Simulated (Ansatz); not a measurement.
This script makes vertical spin-state energies of CH4F2Sn, SMILES [CH3][SnH]([F])[F] with Ansatz 0.2.0, Python API.

`spin_ch4f2sn.py`
```python
from dataclasses import dataclass

import ansatz as az


@dataclass
class Options:
    basis_set: str = "def2-SVP"
    xc: str = "hf"


opts = Options()

geometry_ang = [
    ("C", [-0.4332, 0.9919, -0.2167]),
    ("Sn", [0.3545, -0.8882, 0.2114]),
    ("F", [2.1337, -0.6593, 0.8723]),
    ("F", [0.4717, -1.9488, -1.4096]),
    ("H", [-1.5122, 0.902, -0.6313]),
    ("H", [-0.5044, 1.6665, 0.6939]),
    ("H", [0.1661, 1.5463, -0.9912]),
    ("H", [-0.5842, -1.6675, 1.4154]),
]
geometry = az.Crystal.molecule()
for symbol, xyz in geometry_ang:
    geometry = geometry.atom(symbol, xyz)

setup = (
    geometry.calculation()
    .basis(gaussian=opts.basis_set)
    .functional(opts.xc)
)
found = {}
for unpaired in [0, 2]:
    rep = setup.spin("collinear", total=unpaired).run(threads=1).report
    s = unpaired / 2
    found[unpaired] = rep["free_energy_ev"]
    print(f"2S+1 = {unpaired + 1}: E = {found[unpaired]:.5f} eV, <S^2> = {abs(rep['mean_field']['state']['spin_squared']):.3f} (pure state {s * (s + 1):.2f})")
lowest = min(found, key=found.get)
for unpaired, e in found.items():
    print(f"multiplicity {unpaired + 1}: {96.485332 * (e - found[lowest]):.1f} kJ/mol above the lowest")
```

Which spin state is lowest at this geometry, and how far above lie the others?

In order: multiplicity 1 (+0.00 eV) and multiplicity 3 (+6.96 eV), all at the one geometry.

What the script printed:

Running `python spin_ch4f2sn.py` prints:
```text
2S+1 = 1: E = -12306.76183 eV, <S^2> = 0.000 (pure state 0.00)
2S+1 = 3: E = -12299.80236 eV, <S^2> = 2.043 (pure state 2.00)
multiplicity 1: 0.0 kJ/mol above the lowest
multiplicity 3: 671.5 kJ/mol above the lowest
```

Caveats:
- Total energies depend on the basis set; only differences at equal settings carry meaning.
- The geometry is a force-field or estimated start, not a minimum of this method, and the basis set is short of its limit. All parts are taken at fixed geometry, without zero-point energy.
- def2 sets replace the cores of elements past krypton by effective core potentials.
- Hartree-Fock leaves correlation out, so it favours high-spin states too much.
- Spin-orbit coupling, which mixes and shifts the spin states of heavy atoms, is left out.
- The whole script took 14 s on 1 thread of Arm Neoverse V1, on a shared host, peak memory 0.31 GiB.

(Lines on the test bed's own set-up are left out of the output.)
